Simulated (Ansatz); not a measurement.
Working through a test of the smearing width of LaTe, space group Pm-3m

Program: Ansatz's Python interface.

Run as a notebook:

In [1]:
```python
import ansatz as az
```

In [2]:
```python
system = (
    az.Lattice.of([3.93609, 0.0, 0.0], [0.0, 3.93609, 0.0], [0.0, 0.0, 3.93609])
    .atom('La', [0.0, 0.0, 0.0])
    .atom('Te', [0.5, 0.5, 0.5])
)
```

In [3]:
```python
base = (
    system.calculation()
    .functional('lda')
    .basis(510)  # plane waves up to this kinetic energy
    .kpoints(length=29)
    .scf(tolerance=1e-10)
)
```

In [4]:
```python
rows = []
for value in [0.5, 0.3, 0.2, 0.1]:
    r = base.occupations('cold', width=value).run().report
    rows.append((value, r['free_energy_ev'] / len(r['lattice']['sites']), r['n_iterations'], r['n_kpoints']))
```

In [5]:
```python
print('  width (eV)   F/atom (eV)    iterations      k-points')
for row in rows:
    print(f'{str(row[0]):>12s}  {row[1]:12.5f}  {row[2]:12d}  {row[3]:12d}')
```
```text
  width (eV)   F/atom (eV)    iterations      k-points
         0.5   -6453.18269             9            20
         0.3   -6453.17036             8            20
         0.2   -6453.16655             9            20
         0.1   -6453.16435             9            20
```

In [6]:
```python
# the last row is the reference
for row in rows[:-1]:
    shift = 1000 * (row[1] - rows[-1][1])
    print(f'{row[0]}: {shift:+.2f} meV/atom' + ('  (within 5 meV)' if abs(shift) < 5 else ''))
```
```text
0.5: -18.34 meV/atom
0.3: -6.01 meV/atom
0.2: -2.20 meV/atom  (within 5 meV)
```

Going from 0.1 to 0.5 eV changes F by -18.3 meV an atom. This scheme is built to cancel the term in the square of the width, but that needs a smooth density of states and a fine mesh, and here a sizeable shift remains.

What to keep in mind:
- The mesh is modest for a metal, so energies can be off by several to tens of meV an atom and pressures by half a GPa or more; differences at equal mesh fare better.
- The free energy holds a sizeable smearing term, which stands for no physical temperature.
- The narrowest width needs the finest mesh, so the last row is no converged reference.
- The structure comes from a database of computed cells and needn't be a stable or known phase.
- Run time: 5.5 s on 1 thread of Intel(R) Xeon(R) Processor @ 2.30GHz (shared host), peak memory 0.52 GiB.
